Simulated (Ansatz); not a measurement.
# C: lattice vibrations and screening

Aim: for C, find the equilibrium cell, tighten the relaxation for response calculations and get the zone-centre modes.

Method: DFT LDA, scalar-relativistic, plane waves, PAW, in Ansatz 0.2.0.

## (1) The system as given

The structure is orthorhombic, space group Fmmm (No. 69). Conventional cell: a = 2.456 Å, b = 4.254 Å, c = 6.696 Å, α = 90.00°, β = 90.00°, γ = 90.00°. Around C (site symmetry m2m) lie 3 C at 1.42 Å.

Structure file:

```cif
data_structure
_symmetry_space_group_name_H-M 'P 1'
_symmetry_Int_Tables_number 1
_cell_length_a 3.9665
_cell_length_b 3.5661
_cell_length_c 2.4560
_cell_angle_alpha 80.086
_cell_angle_beta 62.329
_cell_angle_gamma 37.586
_cell_volume 17.49
loop_
_atom_site_label
_atom_site_type_symbol
_atom_site_fract_x
_atom_site_fract_y
_atom_site_fract_z
_atom_site_occupancy
C1 C 0.16667 0.83333 0.16667 1
C2 C 0.83333 0.16667 0.83333 1
```

The structure comes from the Crystallography Open Database.

(A quick probe on a coarse mesh, which set the mesh and smearing, is not shown.)

## (3) Full relaxation

input.yaml

```yaml
crystal:
  lattice:
    - [0.0, 2.127, 3.348]
    - [1.228, 0.0, 3.348]
    - [1.228, 2.127, 0.0]
  atoms:
    - { symbol: C, position: [0.16667, 0.83333, 0.16667] }
    - { symbol: C, position: [0.83333, 0.16667, 0.83333] }
basis:
  ecutwfc: 420
kpoints:
  mp_grid: { grid: [14, 14, 14] }
hamiltonian:
  xc: lda
scf:
  occupations: { method: gaussian, width: 0.02 }
output:
  forces: true
  stress: true
  eigenvalues: true
  write_density: true
  write_potential: true
  elf: true
  volumetric_format: npy
relax:
  adjacent_minimum: "off"
  f_tol: 0.005
  max_steps: 80
  cell: { stress_tol: 0.05 }
```

Launch:

```sh
$ ansatz run input.yaml --threads 1 --pin off --max-ram 3072MiB --backend cpu --events-out ev --progress --plain --runs-dir out
```

Further runs follow: relaxation repeated; tight relaxation for the response runs; phonons at the zone centre.

**Question.** What will these runs give? Wanted: relaxed cell; volume; optical modes at Γ.

**Answer**, as computed:

| quantity | value |
| --- | --- |
| relaxed cell (conventional) | a = 2.446 Å, b = 4.233 Å, c = 6.722 Å, α = 90.00°, β = 90.00°, γ = 90.00° |
| space group (0.01 Å) | Fmmm (No. 69) |
| volume | 8.70 Å³/atom |
| optical modes at Γ | 886 to 1615 cm⁻¹ |

**Reading.** The relaxed volume is 0.5 % smaller than at the start. LDA usually gives cells that are too small. All optical modes at Γ are real, so no distortion that keeps the cell lowers the energy to second order; that says nothing of other wave vectors.
